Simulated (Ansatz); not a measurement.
# ClFGeH2: molecular dynamics

Aim: follow the molecule's vibrations and see whether its bonds hold. The start is relaxed first. Runs: 40 steps of 2 fs under a Langevin thermostat at 300 K; 150 steps of 1 fs at constant energy, with velocities drawn for 500 K. SMILES of the start: [F][GeH2][Cl].

All numbers below are computed with Ansatz 0.2.0 (RKS PBE0/def2-SVP).

## Step 1: Starting point

Bond lengths: Ge1–Cl2 2.220 Å, Ge1–H3 1.550 Å, Ge1–H4 1.549 Å, Ge1–F5 1.679 Å. Angles: Cl2–Ge1–H3 109.5°, Cl2–Ge1–H4 109.5°, Cl2–Ge1–F5 109.5°, H3–Ge1–H4 109.5°, H3–Ge1–F5 109.5°, H4–Ge1–F5 109.5°.

As a file:

```xyz
5

Ge    0.0000    0.0000    0.0000
Cl    0.0000    0.0000    2.2200
H     1.4616    0.0000   -0.5162
H    -0.7300    1.2648   -0.5162
F    -0.7913   -1.3709   -0.5594
```

## Step 2: Preparing the start

input.yaml reads:

```yaml
crystal:
  periodic: [false, false, false]
  atoms:
    - { symbol: Ge, position_ang: [0.0, 0.0, 0.0] }
    - { symbol: Cl, position_ang: [0.0, 0.0, 2.22] }
    - { symbol: H, position_ang: [1.4616, 0.0, -0.5162] }
    - { symbol: H, position_ang: [-0.73, 1.2648, -0.5162] }
    - { symbol: F, position_ang: [-0.7913, -1.3709, -0.5594] }
basis:
  gaussian: { orbitals: def2-SVP }
hamiltonian:
  xc: pbe0
relax:
  f_tol: 0.02
  max_steps: 40
```

The run is started by

```
$ ansatz run input.yaml --threads 1 --pin off --max-ram 2048MiB --backend cpu --events-out ev --progress --plain --runs-dir out
```

The program printed (excerpt; [...] marks lines left out):

```text
Warning: RAYON_NUM_THREADS=1 ignored (pool sized by the plan → 1); use --threads N
[...]
Functional definition: PBE0
[...]
757 factors; integrals over basis functions are off by at most 3.6e-4 eV
[...]
mean field -71765.05115662 eV, -2637.3169859072 hartree, gradient 9.5e-6 eV, S^2 0.000000; 0 other end points of the search recorded, 0 dependent functions left out
[...]
reference -71765.05117758 eV, -2637.3169866771 hartree; 30, 30 occupied and 44, 44 virtual orbitals, 757 factors
relax step   1: F+E_penalty+E_count = -71765.05115662 eV  Δ(F+E_penalty+E_count) = +0.000e0 eV  max|allowed force component| = 2.072e0 eV/Å  Δτ_max = 0.0000 Å  (25 SCF iters, accepted)
[...]
relax step   4: F+E_penalty+E_count = -71765.18324956 eV  Δ(F+E_penalty+E_count) = -1.461e-3 eV  max|allowed force component| = 2.823e-2 eV/Å  Δτ_max = 0.0071 Å  (23 SCF iters, accepted)
[...]
relax step   5: F+E_penalty+E_count = -71765.18340844 eV  Δ(F+E_penalty+E_count) = -1.589e-4 eV  max|allowed force component| = 1.947e-2 eV/Å  Δτ_max = 0.0058 Å  (23 SCF iters, accepted)
757 factors; integrals over basis functions are off by at most 3.6e-4 eV
mean field -71765.18340844 eV, -2637.3218460715 hartree, gradient 1.1e-5 eV, S^2 0.000000; 1 other end points of the search recorded, 0 dependent functions left out
[...]
reference -71765.18342892 eV, -2637.3218468244 hartree; 30, 30 occupied and 44, 44 virtual orbitals, 757 factors
Total energy: -71765.18342892 eV, -2637.3218468244 hartree
Atom 0 at     0.032152     0.055127    -0.001692 Å, force    -0.011206    -0.019474     0.015824 eV/Å
Atom 1 at     0.001365     0.002186     2.141700 Å, force     0.001707     0.002970    -0.007505 eV/Å
Atom 2 at     1.480279    -0.050183    -0.481262 Å, force     0.007029     0.004259    -0.003568 eV/Å
Atom 3 at    -0.783032     1.256542    -0.481506 Å, force     0.000158     0.008256    -0.003566 eV/Å
Atom 4 at    -0.790464    -1.369772    -0.549041 Å, force     0.002312     0.003988    -0.001186 eV/Å
Dipole moment:     0.210521     0.364592    -0.222652 e Å
```

Run time: 17 s. Hardware: 1 thread of Arm Neoverse V1, shared host; peak memory 0.14 GiB.

Step by step:

```
step  energy from step 1 (eV)  largest force component (eV/Å)
   1                   0.0000                          2.0724
   2                  -0.0943                          0.6675
   3                  -0.1306                          0.1407
   4                  -0.1321                          0.0282
   5                  -0.1323                          0.0195
```

Step 1 is the start.

After: Bond lengths: Ge1–Cl2 2.144 Å, Ge1–H3 1.529 Å, Ge1–H4 1.529 Å, Ge1–F5 1.734 Å. Angles: Cl2–Ge1–H3 109.0°, Cl2–Ge1–H4 109.0°, Cl2–Ge1–F5 106.8°, H3–Ge1–H4 117.4°, H3–Ge1–F5 107.1°, H4–Ge1–F5 107.1°.

## Step 3: Run 1

40 steps of 2 fs under a Langevin thermostat at 300 K, from the relaxed start.

input.yaml reads:

```yaml
crystal:
  periodic: [false, false, false]
  atoms:
    - { symbol: Ge, position_ang: [0.032152, 0.055127, -0.001692] }
    - { symbol: Cl, position_ang: [0.001365, 0.002186, 2.1417] }
    - { symbol: H, position_ang: [1.480279, -0.050183, -0.481262] }
    - { symbol: H, position_ang: [-0.783032, 1.256542, -0.481506] }
    - { symbol: F, position_ang: [-0.790464, -1.369772, -0.549041] }
basis:
  gaussian: { orbitals: def2-SVP }
hamiltonian:
  xc: pbe0
md:
  timestep: 2.0
  n_steps: 40
  ensemble: nvt_langevin
  temperature: 300.0
  initial_velocities: maxwell_boltzmann
  seed: 26866
  friction: 0.05
```

The run is started by

```
$ ansatz run input.yaml --threads 1 --pin off --max-ram 2048MiB --backend cpu --events-out ev --progress --plain --runs-dir out
```

The program printed (excerpt; [...] marks lines left out):

```text
Warning: RAYON_NUM_THREADS=1 ignored (pool sized by the plan → 1); use --threads N
[...]
Functional definition: PBE0
[...]
758 factors; integrals over basis functions are off by at most 3.3e-4 eV
[...]
mean field -71765.18341206 eV, -2637.3218462049 hartree, gradient 7.4e-5 eV, S^2 0.000000; 0 other end points of the search recorded, 0 dependent functions left out
[...]
reference -71765.18343255 eV, -2637.3218469579 hartree; 30, 30 occupied and 44, 44 virtual orbitals, 758 factors
md step     0: t =     0.00 fs  T =   240.0 K  F+E_penalty+E_count = -71765.18341206 eV  E_kin = 0.155112 eV  (24 SCF iters)
[...]
md step    10: t =    20.00 fs  T =   180.3 K  F+E_penalty+E_count = -71765.08564104 eV  E_kin = 0.116511 eV  (28 SCF iters)
[...]
md step    20: t =    40.00 fs  T =   321.3 K  F+E_penalty+E_count = -71765.06452507 eV  E_kin = 0.207651 eV  (29 SCF iters)
[...]
md step    30: t =    60.00 fs  T =   509.8 K  F+E_penalty+E_count = -71765.08035739 eV  E_kin = 0.329470 eV  (28 SCF iters)
[...]
md step    39: t =    78.00 fs  T =   379.8 K  F+E_penalty+E_count = -71765.13514882 eV  E_kin = 0.245480 eV  (28 SCF iters)
[...]
md step    40: t =    80.00 fs  T =   264.2 K  F+E_penalty+E_count = -71765.07817054 eV  E_kin = 0.170723 eV  (26 SCF iters)
Total energy: -71765.07819128 eV, -2637.3179794123 hartree
Atom 0 at     0.076622     0.062179    -0.059849 Å, force     0.657104     1.228340    -1.431206 eV/Å
Atom 1 at     0.090546     0.029043     2.023445 Å, force     0.088311    -0.121762     1.209699 eV/Å
Atom 2 at     1.547508    -0.122420    -0.640340 Å, force    -0.908823    -0.034273     0.340449 eV/Å
Atom 3 at    -0.620063     1.421368    -0.476346 Å, force     0.314427    -0.759258     0.071434 eV/Å
Atom 4 at    -0.921054    -1.242078    -0.570970 Å, force    -0.151019    -0.313046    -0.190377 eV/Å
Dipole moment:     0.236469     0.286167    -0.170976 e Å
```

It took 2 min on 1 thread of Arm Neoverse V1, shared host; peak memory 0.14 GiB.

## Step 4: The trajectory

One step in 2; energies are changes from step 0:

```
time (fs)  T (K)  potential energy change (meV/atom)
      0.0    240                                 0.0
      4.0    145                                 5.3
      8.0     86                                10.6
     12.0     82                                15.0
     16.0    165                                15.4
     20.0    180                                19.6
     24.0    230                                15.1
     28.0    235                                23.4
     32.0    283                                14.7
     36.0    286                                25.5
     40.0    321                                23.8
     44.0    166                                30.4
     48.0    168                                32.5
     52.0    175                                39.5
     56.0    502                                16.3
     60.0    510                                20.6
     64.0    227                                28.4
     68.0    216                                28.4
     72.0    242                                22.3
     76.0    384                                13.1
     80.0    264                                21.0
```

time (fs), T (K) and a bar:
```
      0.0        240 #############
      4.0        145 ######
      6.0        111 ####
     10.0         46 
     14.0        113 ####
     18.0        173 ########
     20.0        180 #########
     24.0        230 ############
     28.0        235 ############
     32.0        283 ###############
     34.0        266 ##############
     38.0        369 #####################
     42.0        182 #########
     46.0        185 #########
     48.0        168 ########
     52.0        175 ########
     56.0        502 ##############################
     60.0        510 ##############################
     62.0        471 ###########################
     66.0        179 #########
     70.0        281 ###############
     74.0        183 #########
     76.0        384 ######################
     80.0        264 ##############
```

## Step 5: Frames from the trajectory

Extended XYZ, with forces in eV/Å:

```xyz
5
time_fs=10.0 T=46 dE=0.0646
Ge    0.041    0.045    0.007   -0.676    0.958   -0.501
Cl    0.006    0.024    2.140    0.150   -0.057    0.092
H     1.445    0.131   -0.594    0.115   -0.322    0.177
H    -0.861    1.203   -0.512    0.244   -0.190    0.269
F    -0.815   -1.357   -0.524    0.168   -0.389   -0.037
5
time_fs=20.0 T=180 dE=0.0978
Ge    0.042    0.048   -0.002    0.651   -0.131   -0.628
Cl    0.015    0.049    2.128    0.030    0.043    0.131
H     1.518    0.021   -0.550   -0.630   -0.157    0.381
H    -0.821    1.103   -0.630   -0.214    0.748    0.058
F    -0.840   -1.341   -0.529    0.163   -0.503    0.058
5
time_fs=30.0 T=285 dE=0.0749
Ge    0.040    0.065   -0.023   -0.821    0.152   -0.175
Cl    0.046    0.088    2.131   -0.111    0.097   -0.307
H     1.452   -0.067   -0.492    0.707   -0.153   -0.139
H    -0.755    1.178   -0.735    0.116    0.137    0.462
F    -0.858   -1.325   -0.541    0.108   -0.232    0.160
5
time_fs=40.0 T=321 dE=0.1189
Ge    0.041    0.075   -0.052    0.033    0.839    0.667
Cl    0.078    0.092    2.146   -0.216    0.130   -0.852
H     1.456   -0.190   -0.463    0.640   -0.142   -0.211
H    -0.519    1.401   -0.707   -0.064   -0.749    0.507
F    -0.848   -1.325   -0.512   -0.393   -0.078   -0.111
5
time_fs=50.0 T=116 dE=0.2055
Ge    0.054    0.075   -0.076    1.889   -1.042    1.041
Cl    0.083    0.099    2.155   -0.185    0.091   -1.250
H     1.564   -0.345   -0.491   -1.228    0.466    0.242
H    -0.423    1.422   -0.616   -0.356   -0.124   -0.040
F    -0.873   -1.332   -0.524   -0.119    0.609    0.008
5
time_fs=60.0 T=510 dE=0.1031
Ge    0.072    0.065   -0.064   -1.839   -0.881    0.616
Cl    0.085    0.087    2.115   -0.105    0.104   -0.570
H     1.449   -0.248   -0.452    1.235   -0.117   -0.481
H    -0.715    1.228   -0.657    0.151    0.227    0.107
F    -0.906   -1.327   -0.560    0.558    0.667    0.328
5
time_fs=70.0 T=281 dE=0.0888
Ge    0.083    0.065   -0.056   -1.185   -0.804   -0.813
Cl    0.099    0.047    2.067   -0.013    0.066    0.304
H     1.521   -0.132   -0.534   -0.042   -0.044   -0.075
H    -0.776    1.198   -0.640    0.339    0.206    0.212
F    -0.945   -1.294   -0.570    0.900    0.576    0.372
5
time_fs=80.0 T=264 dE=0.1052
Ge    0.077    0.062   -0.060    0.657    1.228   -1.431
Cl    0.090    0.029    2.023    0.088   -0.122    1.210
H     1.548   -0.122   -0.640   -0.909   -0.034    0.340
H    -0.620    1.421   -0.476    0.314   -0.759    0.071
F    -0.921   -1.242   -0.571   -0.151   -0.313   -0.190
```

Reading of run 1. Against a set 300 K the second half averages 279 K with a spread of 117 K. A step of 2 fs is long for atoms as light as 1 u, and this run prints no conserved energy by which to check it. The bonds all hold.

## Step 6: Run 2

150 steps of 1 fs at constant energy, with velocities drawn for 500 K, from the relaxed start.

Edit input.yaml of step 3 so:

```diff
@@ -13,8 +13,7 @@
 md:
-  timestep: 2.0
-  n_steps: 40
-  ensemble: nvt_langevin
-  temperature: 300.0
+  timestep: 1.0
+  n_steps: 150
+  ensemble: nve
+  temperature: 500.0
   initial_velocities: maxwell_boltzmann
-  seed: 26866
-  friction: 0.05
+  seed: 551841
```

The run is started by

```
$ ansatz run input.yaml --threads 1 --pin off --max-ram 2048MiB --backend cpu --events-out ev --progress --plain --runs-dir out
```

The program printed (excerpt; [...] marks lines left out):

```text
Warning: RAYON_NUM_THREADS=1 ignored (pool sized by the plan → 1); use --threads N
[...]
Functional definition: PBE0
[...]
758 factors; integrals over basis functions are off by at most 3.3e-4 eV
[...]
mean field -71765.18341206 eV, -2637.3218462049 hartree, gradient 7.4e-5 eV, S^2 0.000000; 0 other end points of the search recorded, 0 dependent functions left out
[...]
reference -71765.18343255 eV, -2637.3218469579 hartree; 30, 30 occupied and 44, 44 virtual orbitals, 758 factors
md step     0: t =     0.00 fs  T =   500.0 K  F+E_penalty+E_count = -71765.18341206 eV  E_kin = 0.193890 eV  conserved = -71764.98952207 eV  (24 SCF iters)
[...]
md step    19: t =    19.00 fs  T =   136.2 K  F+E_penalty+E_count = -71765.03791734 eV  E_kin = 0.052834 eV  conserved = -71764.98508294 eV  (29 SCF iters)
[...]
md step    38: t =    38.00 fs  T =   392.4 K  F+E_penalty+E_count = -71765.14063404 eV  E_kin = 0.152172 eV  conserved = -71764.98846221 eV  (28 SCF iters)
[...]
md step    57: t =    57.00 fs  T =    89.7 K  F+E_penalty+E_count = -71765.02046962 eV  E_kin = 0.034800 eV  conserved = -71764.98566941 eV  (23 SCF iters)
[...]
md step    74: t =    74.00 fs  T =   337.0 K  F+E_penalty+E_count = -71765.11825475 eV  E_kin = 0.130693 eV  conserved = -71764.98756129 eV  (28 SCF iters)
md step    75: t =    75.00 fs  T =   413.4 K  F+E_penalty+E_count = -71765.14911840 eV  E_kin = 0.160319 eV  conserved = -71764.98879981 eV  (28 SCF iters)
```

## Step 7: The output, continued: dynamics from the start

Output, continued (excerpt; [...] marks lines left out):

```text
md step    76: t =    76.00 fs  T =   425.2 K  F+E_penalty+E_count = -71765.15416870 eV  E_kin = 0.164889 eV  conserved = -71764.98927927 eV  (28 SCF iters)
[...]
md step    94: t =    94.00 fs  T =    79.7 K  F+E_penalty+E_count = -71765.01556880 eV  E_kin = 0.030899 eV  conserved = -71764.98466970 eV  (29 SCF iters)
[...]
md step   112: t =   112.00 fs  T =   378.0 K  F+E_penalty+E_count = -71765.13588299 eV  E_kin = 0.146594 eV  conserved = -71764.98928885 eV  (28 SCF iters)
[...]
md step   130: t =   130.00 fs  T =   146.4 K  F+E_penalty+E_count = -71765.04322237 eV  E_kin = 0.056788 eV  conserved = -71764.98643404 eV  (28 SCF iters)
[...]
md step   148: t =   148.00 fs  T =   202.4 K  F+E_penalty+E_count = -71765.06455290 eV  E_kin = 0.078480 eV  conserved = -71764.98607288 eV  (29 SCF iters)
[...]
md step   149: t =   149.00 fs  T =   276.7 K  F+E_penalty+E_count = -71765.09420690 eV  E_kin = 0.107306 eV  conserved = -71764.98690088 eV  (28 SCF iters)
[...]
md step   150: t =   150.00 fs  T =   356.8 K  F+E_penalty+E_count = -71765.12640946 eV  E_kin = 0.138367 eV  conserved = -71764.98804197 eV  (25 SCF iters)
Total energy: -71765.12643022 eV, -2637.3197521609 hartree
Atom 0 at     0.026531     0.044776    -0.004448 Å, force     0.397514     1.515164     0.269725 eV/Å
Atom 1 at     0.007492     0.011022     2.151079 Å, force    -0.078390    -0.078749    -0.151629 eV/Å
Atom 2 at     1.521190     0.052392    -0.418416 Å, force    -0.369259    -0.228160    -0.053665 eV/Å
Atom 3 at    -0.761326     1.331012    -0.472700 Å, force     0.258046    -0.735897     0.162499 eV/Å
Atom 4 at    -0.783731    -1.356081    -0.559806 Å, force    -0.207911    -0.472358    -0.226930 eV/Å
Dipole moment:     0.187857     0.302456    -0.250640 e Å
```

Wall time 7.2 min (1 thread of Arm Neoverse V1, shared host); peak memory 0.14 GiB.

## Step 8: The trajectory

The trajectory, every 11 steps (energies from step 0):

```
time (fs)  T (K)  potential energy change (meV/atom)  total energy change (meV/atom)
      0.0    500                                 0.0                            0.00
     11.0     46                                36.0                            0.83
     22.0    381                                 9.3                            0.04
     33.0    170                                26.5                            0.86
     44.0    340                                12.7                            0.31
     55.0    108                                31.1                            0.72
     66.0    293                                16.2                            0.19
     77.0    362                                11.0                            0.27
     88.0    142                                28.4                            0.64
     99.0    285                                17.0                            0.40
    110.0    194                                24.5                            0.82
    121.0    380                                 9.4                            0.06
    132.0     67                                34.4                            0.78
    143.0    377                                 9.7                            0.09
    150.0    357                                11.4                            0.30
```

time (fs), T (K) and a bar:
```
      0.0        500 ##############################
      7.0        357 ##################
     13.0        155 #
     20.0        232 ########
     26.0        137 
     33.0        170 ###
     39.0        314 ###############
     46.0        346 #################
     52.0        307 ##############
     59.0        265 ###########
     65.0        187 ####
     72.0        169 ###
     78.0        269 ###########
     85.0        181 ####
     91.0        277 ############
     98.0        348 #################
    104.0        296 #############
    111.0        291 #############
    117.0        166 ##
    124.0        147 #
    130.0        146 #
    137.0        274 ###########
    143.0        377 ####################
    150.0        357 ##################
```

Maxima of the velocity power spectrum (cm⁻¹, relative height; resolution about 440 cm⁻¹): 500 (55), 720 (53), 2220 (100).

## Step 9: Positions and forces

Extended XYZ, with forces in eV/Å:

```xyz
5
time_fs=19.0 T=136 dE=0.1455
Ge    0.031    0.055    0.018    1.559   -1.235   -0.852
Cl   -0.003   -0.001    2.093    0.082   -0.075    1.363
H     1.469   -0.063   -0.559   -0.292    0.049    0.271
H    -0.721    1.206   -0.405   -1.088    1.583   -0.654
F    -0.783   -1.361   -0.531   -0.260   -0.322   -0.129
5
time_fs=38.0 T=392 dE=0.0428
Ge    0.038    0.064   -0.009   -0.770   -0.054    0.019
Cl   -0.002   -0.008    2.147   -0.077    0.086   -0.200
H     1.517    0.018   -0.383   -0.020   -0.106   -0.203
H    -0.822    1.255   -0.559    0.393   -0.456    0.278
F    -0.805   -1.387   -0.531    0.474    0.529    0.106
5
time_fs=56.0 T=67 dE=0.1719
Ge    0.034    0.058   -0.029   -0.844    1.564    0.812
Cl   -0.005   -0.008    2.189    0.092    0.124   -1.132
H     1.433   -0.131   -0.569    0.414    0.159    0.017
H    -0.837    1.347   -0.551    0.869   -1.212    0.552
F    -0.779   -1.360   -0.523   -0.530   -0.634   -0.249
5
time_fs=75.0 T=413 dE=0.0343
Ge    0.036    0.059   -0.004   -0.364    0.038    0.046
Cl   -0.002    0.000    2.142    0.036   -0.073   -0.016
H     1.500    0.019   -0.469   -0.161   -0.141   -0.051
H    -0.766    1.332   -0.397    0.124   -0.464   -0.084
F    -0.801   -1.388   -0.544    0.365    0.640    0.105
5
time_fs=94.0 T=80 dE=0.1678
Ge    0.029    0.052    0.022    1.514   -1.326   -0.862
Cl    0.005    0.006    2.098   -0.056    0.031    1.288
H     1.490   -0.069   -0.479   -0.273    0.094    0.166
H    -0.782    1.094   -0.544   -1.036    1.745   -0.575
F    -0.785   -1.355   -0.554   -0.148   -0.544   -0.016
5
time_fs=112.0 T=378 dE=0.0475
Ge    0.026    0.050   -0.003    0.604   -0.127    0.557
Cl    0.007    0.011    2.148   -0.029   -0.127   -0.036
H     1.477   -0.044   -0.462    0.082   -0.109   -0.091
H    -0.662    1.334   -0.364   -0.497    0.279   -0.366
F    -0.782   -1.371   -0.565   -0.161    0.084   -0.064
5
time_fs=131.0 T=80 dE=0.1665
Ge    0.035    0.055   -0.019   -1.837    0.365    0.279
Cl    0.006    0.010    2.197    0.042    0.072   -1.163
H     1.448   -0.089   -0.523    0.418    0.123   -0.044
H    -0.942    1.232   -0.586    1.072   -0.868    0.647
F    -0.801   -1.381   -0.578    0.304    0.308    0.281
5
time_fs=150.0 T=357 dE=0.0570
Ge    0.026    0.045   -0.004    0.398    1.515    0.270
Cl    0.007    0.011    2.151   -0.078   -0.079   -0.152
H     1.521    0.052   -0.418   -0.369   -0.228   -0.054
H    -0.761    1.331   -0.473    0.258   -0.736    0.163
F    -0.784   -1.356   -0.560   -0.208   -0.472   -0.227
```

Reading of run 2. The temperature starts at 500 K and averages 251 K in the second half, where it ranges from 67 to 425 K. About half is expected from a start at a minimum: kinetic energy passes into potential energy until both shares match. The total energy strays from its start by at most 0.97 meV/atom, 5.0 % of the mean kinetic energy, which is poor: the step of 1 fs is too long for the fastest motion. The bonding pattern survives the run.

## Step 10: Results

| quantity | value |
| --- | --- |
| relaxation of the start | 4 moves, 0.132 eV lower |
| run 1: length | 40 steps of 2 fs |
| run 1: temperature, first and last step | 240 and 264 K |
| run 1: temperature, second half | mean 279 K, from 116 to 510 K |
| run 1: potential energy, second half | +26 meV/atom from this run's first step |
| run 1: bonds formed or broken | 0 |
| run 2: length | 150 steps of 1 fs |
| run 2: temperature, first and last step | 500 and 357 K |
| run 2: temperature, second half | mean 251 K, from 67 to 425 K |
| run 2: potential energy, second half | +20 meV/atom from this run's first step |
| run 2: largest change of the total energy | 0.97 meV/atom |
| run 2: bonds formed or broken | 0 |

What this shows: Mean temperatures of the second halves: 279 K, 251 K. No bond formed or broke in any run. Averages from a run of 150 fs with 5 atoms are rough. The nuclei move classically, without zero-point motion, which matters most for hydrogen.
